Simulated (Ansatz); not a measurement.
## BBrH4Si, SMILES [SiH3]BBr: vertical and adiabatic energies of changing the electron count

Program: the Python package of Ansatz (0.2.0).

The script, `bbrh4si.py`:
```python
# -*- coding: utf-8 -*-
"""How BBrH4Si relaxes after losing an electron."""

import itertools

import ansatz
from ase.data import atomic_numbers, covalent_radii
import numpy as np


def main():
    system = (
        ansatz.Crystal.molecule()
        .atom("Si", (-0.626, 0.4291, -0.2268))
        .atom("B", (0.8178, -0.5162, 0.5007))
        .atom("Br", (1.7652, -1.8394, -0.6438))
        .atom("H", (-1.6442, -0.4587, -0.6692))
        .atom("H", (-0.2153, 1.2499, -1.4137))
        .atom("H", (-1.218, 1.3952, 0.7834))
        .atom("H", (1.1817, -0.328, 1.6236))
    )

    calculation = (
        system.calculation()
        .basis(gaussian="def2-SVP")
        .functional("b3lyp", dispersion="d4")
    )
    symbols = [site.symbol for site in system.cartesian_sites]
    start = np.array([site.position_ang for site in system.cartesian_sites], dtype=float)
    report = calculation.relax(force_tolerance=0.01, max_steps=100).run(threads=1, pin="off").report
    end = np.array(report["positions_ang"])

    minimum = ansatz.Crystal.molecule()
    for symbol, place in zip(symbols, end):
        minimum = minimum.atom(symbol, place.tolist())
    ion = (
        minimum.calculation()
        .basis(gaussian="def2-SVP")
        .functional("b3lyp", dispersion="d4")
        .charge(1)
        .spin("collinear", total=1)
    )
    vertical = ion.run(threads=1, pin="off").report
    settled = ion.relax(force_tolerance=0.01, max_steps=80).run(threads=1, pin="off").report
    print(f"vertical ionisation energy   {vertical['free_energy_ev'] - report['free_energy_ev']:.3f} eV")
    print(f"adiabatic, no zero point     {settled['free_energy_ev'] - report['free_energy_ev']:.3f} eV")
    print(f"relaxation energy of the ion {vertical['free_energy_ev'] - settled['free_energy_ev']:.3f} eV")
    ionised = np.array(settled["positions_ang"])
    # pairs closer than 1.2 times the sum of covalent radii, before or after
    radius = [covalent_radii[atomic_numbers[s]] for s in symbols]
    span = lambda where, i, j: np.linalg.norm(where[i] - where[j])
    bonded = [(i, j) for i, j in itertools.combinations(range(len(symbols)), 2) if min(span(end, i, j), span(ionised, i, j)) < 1.2 * (radius[i] + radius[j])]
    print("pair        before    after (A)")
    for i, j in bonded:
        print(f"{symbols[i]}{i}-{symbols[j]}{j}".ljust(10), f"{span(end, i, j):8.4f} {span(ionised, i, j):8.4f}")


if __name__ == "__main__":
    main()
```

```console
$ python bbrh4si.py
vertical ionisation energy   9.977 eV
adiabatic, no zero point     9.476 eV
relaxation energy of the ion 0.501 eV
pair        before    after (A)
Si0-B1       2.0233   2.2390
Si0-H3       1.4949   1.4786
Si0-H4       1.4953   1.4839
Si0-H5       1.4932   1.4837
B1-Br2       1.9131   1.8135
B1-H6        1.2028   1.2034
```

What to keep in mind:
- The energies are electronic: no zero-point or thermal terms, and the basis set is short of its limit. The product may relax into another structure. Each relaxation finds its nearest minimum, which needn't be the lowest.
- b3lyp holds the VWN-RPA fit, as in Gaussian; the form of ORCA and Turbomole is b3lyp5.
- Finished in 2.6 min on 1 thread of Arm Neoverse V2 (shared host), peak memory 0.32 GiB.
